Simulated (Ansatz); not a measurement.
**C₃H₁₀BN: up Jacob's ladder to CCSD(T)**

One table from this session's results is given with a row withheld; the runs are named, their logs left out.

Method: functionals in def2-TZVPP, the program's frozen cores in correlated methods; program: Ansatz 0.2.0, Gaussian basis.

The runs, in order: LDA (SPW92), PBE-D4, revPBE-D4, BLYP-D4, r2SCAN-D4, B97M-V, PBE0-D4, B3LYP-D4, r2SCANh-D4, r2SCAN0-D4, HSE06-D4, BHLYP-D4, CAM-B3LYP-D4, LC-ωPBE, ωB97X-V, ωB97M-V, B2PLYP, PBE-QIDH; CCSD(T)/def2-SVP; CCSD(T)/def2-TZVPP; MP2/def2-QZVPP; extrapolation to the limit; RPA on PBE.

### The relaxed structure

The geometry comes from an earlier relaxation with PBE0-D4 in a triple-zeta def2 set; it is a stationary point, not always the lowest conformer.

SMILES `CNB(C)C`, 15 atoms, charge 0, spin multiplicity 1.

Atoms are counted from 1 here; the program's logs count them from 0.

Bond lengths: C1–N2 1.442 Å, C1–H6 1.095 Å, C1–H7 1.095 Å, C1–H8 1.089 Å, N2–B3 1.399 Å, N2–H9 1.008 Å, B3–C4 1.578 Å, B3–C5 1.581 Å, C4–H10 1.091 Å, C4–H11 1.095 Å, C4–H12 1.096 Å, C5–H13 1.094 Å, C5–H14 1.096 Å, C5–H15 1.095 Å. Angles: N2–C1–H6 111.6°, N2–C1–H7 111.7°, N2–C1–H8 110.0°, H6–C1–H7 107.9°, H6–C1–H8 107.8°, H7–C1–H8 107.8°, C1–N2–B3 129.7°, C1–N2–H9 113.2°, B3–N2–H9 117.1°, N2–B3–C4 122.7°, N2–B3–C5 118.0°, C4–B3–C5 119.3°, B3–C4–H10 116.2°, B3–C4–H11 110.0°, B3–C4–H12 109.7°, H10–C4–H11 107.5°, H10–C4–H12 107.4°, H11–C4–H12 105.5° and more.

The first run:

The input, in.yaml:

```yaml
crystal:
  periodic: [false, false, false]
  atoms:
    - {symbol: C, position_ang: [-1.262125, -1.005236, 1.389285]}
    - {symbol: N, position_ang: [-0.635176, 0.173022, 0.843955]}
    - {symbol: B, position_ang: [0.242431, 0.299666, -0.238463]}
    - {symbol: C, position_ang: [0.720457, -0.934338, -1.098843]}
    - {symbol: C, position_ang: [0.764749, 1.745897, -0.605289]}
    - {symbol: H, position_ang: [-0.996579, -1.152671, 2.441324]}
    - {symbol: H, position_ang: [-2.353907, -0.950061, 1.322848]}
    - {symbol: H, position_ang: [-0.940273, -1.887382, 0.838739]}
    - {symbol: H, position_ang: [-0.887498, 1.018727, 1.331884]}
    - {symbol: H, position_ang: [0.365211, -1.913976, -0.774262]}
    - {symbol: H, position_ang: [1.814821, -0.972360, -1.124980]}
    - {symbol: H, position_ang: [0.407687, -0.801591, -2.140740]}
    - {symbol: H, position_ang: [0.376520, 2.539568, 0.040178]}
    - {symbol: H, position_ang: [0.503431, 2.002708, -1.637772]}
    - {symbol: H, position_ang: [1.858449, 1.787325, -0.558266]}
basis:
  gaussian: {orbitals: def2-TZVPP}
hamiltonian: {xc: lda}
output: {orbitals: {seedname: orbitals}}
```

Run with:

```console
> ansatz run in.yaml --threads 4 --pin off --events-out ev --progress --plain --max-ram 10444MiB
```

Steps of the session up to this table: LDA; PBE-D4 (GGA); revPBE-D4 (GGA); BLYP-D4 (GGA); r2SCAN-D4 (meta-GGA); B97M-V (meta-GGA); PBE0-D4 (hybrid); B3LYP-D4 (hybrid); r2SCANh-D4 (hybrid); r2SCAN0-D4 (hybrid); HSE06-D4 (hybrid); BHLYP-D4 (hybrid); CAM-B3LYP-D4 (range-separated); LC-ωPBE (range-separated); ωB97X-V (range-separated); ωB97M-V (range-separated); B2PLYP (double hybrid); PBE-QIDH (double hybrid).

One of the session's tables, all rows but one given; the rest of the session is left out.

It belongs to the step «Orbital energies across the functionals». 

```
  functional  HOMO (eV)  LUMO (eV)  gap (eV)
 LDA (SPW92)      -6.19       0.01      6.20
      PBE-D4      -6.06       0.14      6.20
   revPBE-D4      -6.01       0.20      6.21
     BLYP-D4      -5.95       0.13      6.08
   r2SCAN-D4      -6.28       0.62      6.90
      B97M-V      -6.36       0.28      6.64
     PBE0-D4      -7.36       0.89      8.25
    B3LYP-D4      -7.15       0.57      7.71
  r2SCANh-D4          ?          ?         ?
  r2SCAN0-D4      -7.52       1.37      8.89
    HSE06-D4      -6.96       0.53      7.49
    BHLYP-D4      -8.60       1.42     10.01
CAM-B3LYP-D4      -8.77       1.58     10.35
     LC-ωPBE     -10.14       2.83     12.97
     ωB97X-V      -9.78       2.61     12.40
     ωB97M-V      -9.71       2.12     11.82
```

Q: Estimate the row for r2SCANh-D4 from the others.

Worked estimate for «HOMO (eV)». Against the share of exact exchange, r2SCAN-D4 (0, -6.28), r2SCAN0-D4 (0.25, -7.52) give a slope of -4.96 per unit share; at 0.1 the line stands at -6.78.

As computed: HOMO (eV): -6.77; LUMO (eV): 0.96; gap (eV): 7.73. In «HOMO (eV)» the line misses by -0.01.
